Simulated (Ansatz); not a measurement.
# Ge2F+ (triplet): one geometry, many settings

What do other methods and options give for Ge2F+ (triplet) at this geometry, and how long do they take?

The runs use Ansatz 0.2.0, Gaussian basis; the settings change from run to run.

24 further runs of the same task are left out: 2 for a known fault of the program, 11 that didn't finish, 11 set aside as unsound or not needed.

## Step 1: The geometry

The geometry is a PBE0/def2-TZVP stationary point (not a proven minimum) of the parent state, kept for this charge and spin. No spin-orbit coupling is included. The filled d shell of Ge may be among the frozen orbitals whatever the setting's name suggests; the logs give the count.

3 atoms, charge 1, spin multiplicity 3.

Atoms are counted from 1 here; the program's logs count them from 0.

Bond lengths: F1–Ge2 2.007 Å, F1–Ge3 2.007 Å, Ge2–Ge3 2.411 Å. Angles: Ge2–F1–Ge3 73.8°, F1–Ge2–Ge3 53.1°, F1–Ge3–Ge2 53.1°.

## Step 2: MP2 on UHF/cc-pVDZ

File in.yaml:

```yaml
crystal:
  periodic: [false, false, false]
  atoms:
    - {symbol: F, position_ang: [0.000000, -1.419044, 0.000000]}
    - {symbol: Ge, position_ang: [0.000000, 0.185570, 1.205501]}
    - {symbol: Ge, position_ang: [0.000000, 0.185570, -1.205501]}
basis:
  gaussian: {orbitals: cc-pVDZ}
total_charge: 1
magnetization: {spin_polarized: true, initial_magnetization: 2}
correlation: {method: mp2, electrons: outside_noble_gas}
```

The run is started by

```console
$ ansatz run in.yaml --threads 1 --pin off --events-out ev --progress --plain --max-ram 2393MiB
```

Log:

```text
Functional definition: HF
  name "HF"
  cite "Fock, Z. Phys. 61, 126 (1930) doi:10.1007/BF01340294"
  parent pbe
  exchange = exact_x
  correlation = 0
785 factors; integrals over basis functions are off by at most 7.3e-4 eV
mean field evaluation 1: about -115637.2500 eV, gradient 4.2e1 eV
mean field evaluation 2: about -115637.3529 eV, gradient 4.2e1 eV
mean field evaluation 4: about -115643.9752 eV, gradient 2.3e0 eV
mean field evaluation 8: about -115644.0976 eV, gradient 1.5e-1 eV
mean field evaluation 16: about -115643.8906 eV, gradient 1.4e0 eV
mean field evaluation 32: about -115634.3335 eV, gradient 4.3e1 eV
mean field -115644.09830212 eV, -4249.8422262178 hartree, gradient 9.3e-6 eV, S^2 2.048992; 4 other end points of the search recorded, 0 dependent functions left out
29 core orbitals not correlated: weight in the atoms' cores, before any rotation towards them, 0.976 or more for the frozen orbitals, at most 0.023 for the correlated occupied ones
reference -115644.09830212 eV, -4249.8422262178 hartree; 8, 6 occupied and 31, 33 virtual orbitals, 785 factors
second order -8.28545448 eV of doubles, -0.00000000 eV of singles
Total energy: -115652.38375661 eV, -4250.1467110540 hartree
```

It took 6.5 s on 1 thread of Intel Xeon Platinum 8259CL at 2.50GHz, shared host.

From the report: ⟨S²⟩ of the determinant 2.049 (pure triplet: 2.00).

## Step 3: MP2 on ROHF/6-31G

File in.yaml:

```yaml
crystal:
  periodic: [false, false, false]
  atoms:
    - {symbol: F, position_ang: [0.000000, -1.419044, 0.000000]}
    - {symbol: Ge, position_ang: [0.000000, 0.185570, 1.205501]}
    - {symbol: Ge, position_ang: [0.000000, 0.185570, -1.205501]}
basis:
  gaussian: {orbitals: 6-31G}
total_charge: 1
magnetization: {spin_polarized: false, initial_magnetization: 2}
correlation: {method: mp2, electrons: valence}
output: {forces: true}
```

Launched as before.

Log (excerpt; [...] marks lines left out):

```text
Functional definition: HF
  name "HF"
  cite "Fock, Z. Phys. 61, 126 (1930) doi:10.1007/BF01340294"
  parent pbe
[...]
583 factors; integrals over basis functions are off by at most 5.1e-4 eV
[...]
mean field -115626.63389589 eV, -4249.2004211266 hartree, gradient 1.2e-6 eV, S^2 2.000000; 7 other end points of the search recorded, 0 dependent functions left out
[...]
19 core orbitals not correlated: weight in the atoms' cores, before any rotation towards them, 1.000 or more for the frozen orbitals, at most 0.000 for the correlated occupied ones
reference -115626.63389589 eV, -4249.2004211266 hartree; 18, 16 occupied and 30, 32 virtual orbitals, 583 factors
second order -14.17233393 eV of doubles, -0.07790457 eV of singles
[...]
Total energy: -115640.88413439 eV, -4249.7241077321 hartree
Atom 0 at     0.000000    -1.419044     0.000000 Å, force    -0.000000     0.219832     0.000000 eV/Å
Atom 1 at     0.000000     0.185570     1.205501 Å, force    -0.000000    -0.109916     1.495405 eV/Å
Atom 2 at     0.000000     0.185570    -1.205501 Å, force     0.000000    -0.109916    -1.495405 eV/Å
Dipole moment:     0.000000     0.538809     0.000000 e Å
```

Wall time 14 s (1 thread of Intel Xeon Platinum 8259CL at 2.50GHz, shared host).

## Step 4: BCCD(T) on ROHF/STO-3G

Edit in.yaml of step 3 so:

```diff
@@ -7,6 +7,6 @@
 basis:
-  gaussian: {orbitals: 6-31G}
+  gaussian: {orbitals: STO-3G, point_charges: [{charge: 1.00, position_ang: [3.303, -0.713, 0.368]}]}
 total_charge: 1
 magnetization: {spin_polarized: false, initial_magnetization: 2}
-correlation: {method: mp2, electrons: valence}
-output: {forces: true}
+correlation: {method: bccd_t, electrons: outside_noble_gas}
+accuracy: high
```

Launched as before.

Log (excerpt; [...] marks lines left out):

```text
Functional definition: HF
  name "HF"
  cite "Fock, Z. Phys. 61, 126 (1930) doi:10.1007/BF01340294"
  parent pbe
[...]
586 factors; integrals over basis functions are off by at most 5.4e-9 eV
[...]
mean field -114318.89509457 eV, -4201.1419065952 hartree, gradient 2.4e-8 eV, S^2 2.000000; 7 other end points of the search recorded, 0 dependent functions left out
[...]
determinant -114318.89509457 eV, -4201.1419065952 hartree, with singles and doubles -114322.10403684 eV, -4201.2598330486 hartree
determinant -114315.59305346 eV, -4201.0205588227 hartree, with singles and doubles -114319.35991882 eV, -4201.1589885713 hartree
29 core orbitals not correlated, not the lowest: weight in the atoms' cores, before any rotation towards them, 0.624 or more for the frozen orbitals, at most 0.463 for the correlated occupied ones
reference -114318.89509457 eV, -4201.1419065952 hartree; 8, 6 occupied and 4, 6 virtual orbitals, 586 factors
second order -2.51068988 eV of doubles, -0.07297313 eV of singles
cycle   1  -3.15480348 eV  change    5.4e-2 eV  update   4.1e-2
[...]
cycle  31  -3.14873335 eV  change   3.0e-10 eV  update  7.8e-10
perturbative correction -0.39502485 eV, -0.0145168954 hartree
Total energy: -114322.43885277 eV, -4201.2721373070 hartree
```

Wall time 14 s (1 thread of Intel Xeon Platinum 8259CL at 2.50GHz, shared host).

From the report: correlation -3.5438 eV; largest double amplitude 0.14.

## Step 5: CISD/6-31G*

File in.yaml:

```yaml
crystal:
  periodic: [false, false, false]
  atoms:
    - {symbol: F, position_ang: [0.000000, -1.419044, 0.000000]}
    - {symbol: Ge, position_ang: [0.000000, 0.185570, 1.205501]}
    - {symbol: Ge, position_ang: [0.000000, 0.185570, -1.205501]}
basis:
  gaussian: {orbitals: "6-31G*"}
total_charge: 1
magnetization: {spin_polarized: false, initial_magnetization: 2}
hamiltonian: {pseudopotentials: {relativity: none}}
correlation: {active_space: {ras: {orbitals: [6, 2, 48], electrons: 14, max_holes: 2, max_particles: 2}, fixed_orbitals: true}}
```

Same command.

Log:

```text
Functional definition: HF
  name "HF"
  cite "Fock, Z. Phys. 61, 126 (1930) doi:10.1007/BF01340294"
  parent pbe
  exchange = exact_x
  correlation = 0
745 factors; integrals over basis functions are off by at most 8.3e-4 eV
mean field evaluation 1: about -115623.0828 eV, gradient 6.0e1 eV
mean field evaluation 2: about -115623.1068 eV, gradient 6.0e1 eV
mean field evaluation 4: about -115629.8625 eV, gradient 5.6e0 eV
mean field evaluation 8: about -115629.9705 eV, gradient 4.7e-1 eV
mean field evaluation 16: about -115629.9313 eV, gradient 7.0e-1 eV
mean field evaluation 32: about -115628.7787 eV, gradient 4.8e0 eV
mean field -115629.97250523 eV, -4249.3231127569 hartree, gradient 5.6e-6 eV, S^2 2.000000; 4 other end points of the search recorded, 0 dependent functions left out
reference -115629.97250523 eV, -4249.3231127569 hartree; 37, 35 occupied and 48, 50 virtual orbitals, 745 factors
state -115637.88398030 eV, -4249.6138541031 hartree
Total energy: -115637.88398030 eV, -4249.6138541031 hartree
```

Run time: 31 s. Hardware: 1 thread of Intel Xeon Platinum 8259CL at 2.50GHz, shared host.

From the report: 181,106 determinants.

## Step 6: NEVPT2(2,7)/cc-pVDZ

File in.yaml:

```yaml
crystal:
  periodic: [false, false, false]
  atoms:
    - {symbol: F, position_ang: [0.000000, -1.419044, 0.000000]}
    - {symbol: Ge, position_ang: [0.000000, 0.185570, 1.205501]}
    - {symbol: Ge, position_ang: [0.000000, 0.185570, -1.205501]}
basis:
  gaussian: {orbitals: cc-pVDZ}
total_charge: 1
magnetization: {spin_polarized: false, initial_magnetization: 2}
correlation: {method: sc_nevpt2, electrons: outside_noble_gas, active_space: {window: {electrons: 2, orbitals: 7}}}
```

Launched as before.

Log (excerpt; [...] marks lines left out):

```text
Functional definition: HF
  name "HF"
  cite "Fock, Z. Phys. 61, 126 (1930) doi:10.1007/BF01340294"
  parent pbe
[...]
785 factors; integrals over basis functions are off by at most 7.3e-4 eV
[...]
mean field -115643.92015464 eV, -4249.8356794187 hartree, gradient 1.9e-6 eV, S^2 2.000000; 4 other end points of the search recorded, 0 dependent functions left out
reference -115643.92015464 eV, -4249.8356794187 hartree; 37, 35 occupied and 31, 33 virtual orbitals, 785 factors
state -115644.19160303 eV, -4249.8456549629 hartree
state -115644.19160303 eV, -4249.8456549629 hartree; corrected -115652.46065044 eV, -4250.1495368503 hartree
WARN: 1 active orbitals are nearly empty or full. The corrections depend on them more than the energy does, and are more stable in an active space without them
Total energy: -115652.46065044 eV, -4250.1495368503 hartree
```

Run time: 25 s. Hardware: 1 thread of Intel Xeon Platinum 8259CL at 2.50GHz, shared host; peak memory 0.25 GiB.

From the report: 14 determinants; active occupations 0.98, 0.98, 0.02, 0.02, 0.00, 0.00, 0.00. The report marks this result as in doubt.

## Step 7: MRCISD+Q(12,8)/STO-3G

File in.yaml:

```yaml
crystal:
  periodic: [false, false, false]
  atoms:
    - {symbol: F, position_ang: [0.000000, -1.419044, 0.000000]}
    - {symbol: Ge, position_ang: [0.000000, 0.185570, 1.205501]}
    - {symbol: Ge, position_ang: [0.000000, 0.185570, -1.205501]}
basis:
  gaussian: {orbitals: STO-3G}
total_charge: 1
magnetization: {spin_polarized: false, initial_magnetization: 2}
correlation: {method: fic_mrcisd_q, electrons: outside_noble_gas, active_space: {window: {electrons: 12, orbitals: 8}, states: [{multiplicity: 3, weights: [1, 1, 1, 1]}], root: 0}}
scf: {lower_state_search: off}
```

Same command.

Log (excerpt; [...] marks lines left out):

```text
Functional definition: HF
  name "HF"
  cite "Fock, Z. Phys. 61, 126 (1930) doi:10.1007/BF01340294"
  parent pbe
[...]
552 factors; integrals over basis functions are off by at most 5.2e-8 eV
[...]
mean field -114322.81373963 eV, -4201.2859141452 hartree, gradient 2.2e-6 eV, S^2 2.000000; 0 other end points of the search recorded, 0 dependent functions left out
reference -114322.81373963 eV, -4201.2859141452 hartree; 37, 35 occupied and 4, 6 virtual orbitals, 552 factors
state -114323.61155610 eV, -4201.3152333597 hartree
state -114321.94185034 eV, -4201.2538728045 hartree
state -114321.32541811 eV, -4201.2312193379 hartree
state -114320.11513315 eV, -4201.1867421860 hartree
contracted CI cycle   1: correlation 0.00000000 eV, 0.0000000000 hartree, residual 8.78e0 eV
contracted CI cycle   2: correlation -2.20611115 eV, -0.0810730893 hartree, residual 2.52e0 eV
[...]
contracted CI cycle   4: correlation -2.54956666 eV, -0.0936948466 hartree, residual 2.38e-1 eV
contracted CI cycle   5: correlation -2.55153235 eV, -0.0937670843 hartree, residual 9.64e-2 eV
contracted CI cycle   6: correlation -2.55182571 eV, -0.0937778651 hartree, residual 4.86e-2 eV
contracted CI cycle   7: correlation -2.55189274 eV, -0.0937803284 hartree, residual 2.21e-2 eV
contracted CI cycle   8: correlation -2.55191229 eV, -0.0937810469 hartree, residual 1.26e-2 eV
contracted CI cycle   9: correlation -2.55191803 eV, -0.0937812577 hartree, residual 6.96e-3 eV
contracted CI cycle  10: correlation -2.55191994 eV, -0.0937813280 hartree, residual 3.47e-3 eV
contracted CI cycle  11: correlation -2.55192036 eV, -0.0937813436 hartree, residual 1.42e-3 eV
state -114320.11513315 eV, -4201.1867421860 hartree; corrected -114322.93843010 eV, -4201.2904964354 hartree
Total energy: -114326.32478223 eV, -4201.4149425809 hartree
Checks for a lower state left out: stability, starts, cluster_reference, orbital_swaps, neighbouring_geometries, increment
```

Wall time 7 s (1 thread of Intel Xeon Platinum 8259CL at 2.50GHz, shared host).

From the report: 192 determinants; active occupations (of the averaged states) 2.00, 2.00, 1.99, 1.97, 1.63, 1.01, 0.89, 0.52.

## Step 8: HF/STO-3G

File in.yaml:

```yaml
crystal:
  periodic: [false, false, false]
  atoms:
    - {symbol: F, position_ang: [0.000000, -1.419044, 0.000000]}
    - {symbol: Ge, position_ang: [0.000000, 0.185570, 1.205501]}
    - {symbol: Ge, position_ang: [0.000000, 0.185570, -1.205501]}
basis:
  gaussian: {orbitals: STO-3G}
total_charge: 1
magnetization: {spin_polarized: true, initial_magnetization: 2}
hamiltonian: {xc: hf}
output: {forces: true, orbitals: {seedname: orbitals}}
```

Same command.

Log (excerpt; [...] marks lines left out):

```text
Functional definition: HF
  name "HF"
  cite "Fock, Z. Phys. 61, 126 (1930) doi:10.1007/BF01340294"
  parent pbe
[...]
425 factors; integrals over basis functions are off by at most 2.9e-5 eV
[...]
mean field -114323.00207817 eV, -4201.2928354586 hartree, gradient 6.0e-6 eV, S^2 2.053099; 9 other end points of the search recorded, 0 dependent functions left out
[...]
reference -114323.00207817 eV, -4201.2928354586 hartree; 37, 35 occupied and 4, 6 virtual orbitals, 425 factors
WARN: the results are in doubt because the forces break the atoms' symmetry
Total energy: -114323.00207817 eV, -4201.2928354586 hartree
Atom 0 at     0.000000    -1.419044     0.000000 Å, force    -0.000000     4.201859     0.335118 eV/Å
Atom 1 at     0.000000     0.185570     1.205501 Å, force     0.000000    -2.323964    -2.416740 eV/Å
Atom 2 at     0.000000     0.185570    -1.205501 Å, force     0.000000    -1.877895     2.081622 eV/Å
Dipole moment:     0.000000     0.136177     0.078178 e Å
In doubt: the forces break the atoms' symmetry
```

Wall time 6.5 s (1 thread of Intel Xeon Platinum 8259CL at 2.50GHz, shared host).

From the report: ⟨S²⟩ of the determinant 2.053 (pure triplet: 2.00). The program marks this result as in doubt; its last lines say why.

## Step 9: BCCD(T)/cc-pVDZ

Edit in.yaml of step 8 so:

```diff
@@ -7,6 +7,8 @@
 basis:
-  gaussian: {orbitals: STO-3G}
+  gaussian: {orbitals: cc-pVDZ}
 total_charge: 1
 magnetization: {spin_polarized: true, initial_magnetization: 2}
-hamiltonian: {xc: hf}
-output: {forces: true, orbitals: {seedname: orbitals}}
+hamiltonian: {xc: {name: PBE}}
+correlation: {method: bccd_t, electrons: outside_noble_gas, diis_vectors: 4}
+accuracy: high
+output: {forces: true}
```

Launched as before.

Log (excerpt; [...] marks lines left out):

```text
Functional definition: PBE
  name "PBE"
  cite "Perdew, Burke & Ernzerhof, Phys. Rev. Lett. 77, 3865 (1996) doi:10.1103/PhysRevLett.77.3865"
  parent pbe
[...]
1383 factors; integrals over basis functions are off by at most 4.4e-9 eV
[...]
mean field -115724.21596069 eV, -4252.7864958645 hartree, gradient 7.6e-9 eV, S^2 2.002848; 0 other end points of the search recorded, 0 dependent functions left out
29 core orbitals not correlated: weight in the atoms' cores, before any rotation towards them, 0.966 or more for the frozen orbitals, at most 0.033 for the correlated occupied ones
reference -115642.65190688 eV, -4249.7890721729 hartree; 8, 6 occupied and 31, 33 virtual orbitals, 1383 factors
second order -9.26272132 eV of doubles, -0.71579694 eV of singles
cycle   1  -9.14933916 eV  change    7.8e-1 eV  update   1.6e-1
[...]
cycle  27  -9.80428236 eV  change  -4.0e-10 eV  update  7.3e-10
perturbative correction -0.35806087 eV, -0.0131584943 hartree
[...]
Total energy: -115652.81425011 eV, -4250.1625313983 hartree
Atom 0 at     0.000000    -1.419044     0.000000 Å, force    -0.000000     0.265760    -0.000000 eV/Å
Atom 1 at     0.000000     0.185570     1.205501 Å, force     0.000000    -0.132880     1.296575 eV/Å
Atom 2 at     0.000000     0.185570    -1.205501 Å, force     0.000000    -0.132880    -1.296575 eV/Å
Dipole moment:    -0.000000     0.432490     0.000000 e Å
```

Wall time 45 s (1 thread of Intel Xeon Platinum 8259CL at 2.50GHz, shared host); peak memory 0.46 GiB.

From the report: ⟨S²⟩ of the determinant 2.003 (pure triplet: 2.00); correlation -10.1623 eV; largest double amplitude 0.08.

## Step 10: CCSD/6-31G*

File in.yaml:

```yaml
crystal:
  periodic: [false, false, false]
  atoms:
    - {symbol: F, position_ang: [0.000000, -1.419044, 0.000000]}
    - {symbol: Ge, position_ang: [0.000000, 0.185570, 1.205501]}
    - {symbol: Ge, position_ang: [0.000000, 0.185570, -1.205501]}
basis:
  gaussian: {orbitals: "6-31G*"}
total_charge: 1
magnetization: {spin_polarized: false, initial_magnetization: 2}
hamiltonian: {xc: {name: r2SCAN}}
correlation: {method: ccsd, electrons: outside_noble_gas}
output: {forces: true}
```

Same command.

Log (excerpt; [...] marks lines left out):

```text
Functional definition: r2SCAN
  name "r2SCAN"
  cite "Furness, Kaplan, Ning, Perdew & Sun, J. Phys. Chem. Lett. 11, 8208 (2020) doi:10.1021/acs.jpclett.0c02405"
  cite "Furness, Kaplan, Ning, Perdew & Sun, J. Phys. Chem. Lett. 11, 9248 (2020) doi:10.1021/acs.jpclett.0c03077"
  parent r2scan
[...]
745 factors; integrals over basis functions are off by at most 8.3e-4 eV
[...]
mean field -115727.90455826 eV, -4252.9220493248 hartree, gradient 4.4e-7 eV, S^2 2.000000; 0 other end points of the search recorded, 0 dependent functions left out
[...]
29 core orbitals not correlated: weight in the atoms' cores, before any rotation towards them, 0.960 or more for the frozen orbitals, at most 0.040 for the correlated occupied ones
reference -115628.78190363 eV, -4249.2793589550 hartree; 8, 6 occupied and 48, 50 virtual orbitals, 745 factors
second order -8.83317954 eV of doubles, -0.60593582 eV of singles
cycle   1  -8.73993698 eV  change    6.7e-1 eV  update   1.5e-1
[...]
cycle  14  -9.34405372 eV  change   -2.0e-6 eV  update   7.9e-7
[...]
Total energy: -115638.12595735 eV, -4249.6227465955 hartree
Atom 0 at     0.000000    -1.419044     0.000000 Å, force     0.000000     0.815737     0.000000 eV/Å
Atom 1 at     0.000000     0.185570     1.205501 Å, force     0.000000    -0.407868     1.052808 eV/Å
Atom 2 at     0.000000     0.185570    -1.205501 Å, force    -0.000000    -0.407869    -1.052808 eV/Å
Dipole moment:    -0.000000     0.446229     0.000000 e Å
```

Wall time 39 s (1 thread of Intel Xeon Platinum 8259CL at 2.50GHz, shared host); peak memory 0.34 GiB.

From the report: correlation -9.3441 eV; T1 0.022; largest double amplitude 0.08. The orbitals are Kohn-Sham ones, so correlation energy and T1 don't compare with those on Hartree-Fock orbitals.

## Step 11: All runs side by side

Where basis and cores are those of an earlier UCCSDT(Q)/cc-pVDZ run (-115653.4353 eV), and the state is the same kind, the miss against it is given. † marks a result that the program doubts.

```tsv
level	correlated	functions	energy (eV)	from UCCSDT(Q) (meV)	time
MP2 on UHF/cc-pVDZ	outside noble gas	68	-115652.3838	1051.5	6.5 s
MP2 on ROHF/6-31G	valence	67	-115640.8841		14 s
BCCD(T) on ROHF/STO-3G (beside a point charge)	outside noble gas	41	-114322.4389		14 s
CISD/6-31G*	outside noble gas	85	-115637.8840		31 s
NEVPT2(2,7)/cc-pVDZ †	outside noble gas	68	-115652.4607	974.6	25 s
MRCISD+Q(12,8)/STO-3G (lowest root of an average)	outside noble gas	41	-114326.3248		7 s
HF/STO-3G †		41	-114323.0021		6.5 s
BCCD(T)/cc-pVDZ (on PBE orbitals)	outside noble gas	68	-115652.8143	621.0	45 s
CCSD/6-31G* (on r2SCAN orbitals)	outside noble gas	85	-115638.1260		39 s
```

## Step 12: Summary of results

```
quantity                                    value
    runs                                        9
quickest                MP2 on UHF/cc-pVDZ, 6.5 s
 slowest  BCCD(T)/cc-pVDZ (on PBE orbitals), 45 s
```

Total energies in different bases, with other cores or another treatment of relativity can't be set against each other. BCCD(T)/cc-pVDZ (on PBE orbitals) took 7 times as long as MP2 on UHF/cc-pVDZ; the jobs differ in more than the method. Among the correlated runs with a miss given, it spans +621 to +1052 meV. Cores frozen from Kohn-Sham orbitals shift the total energy.
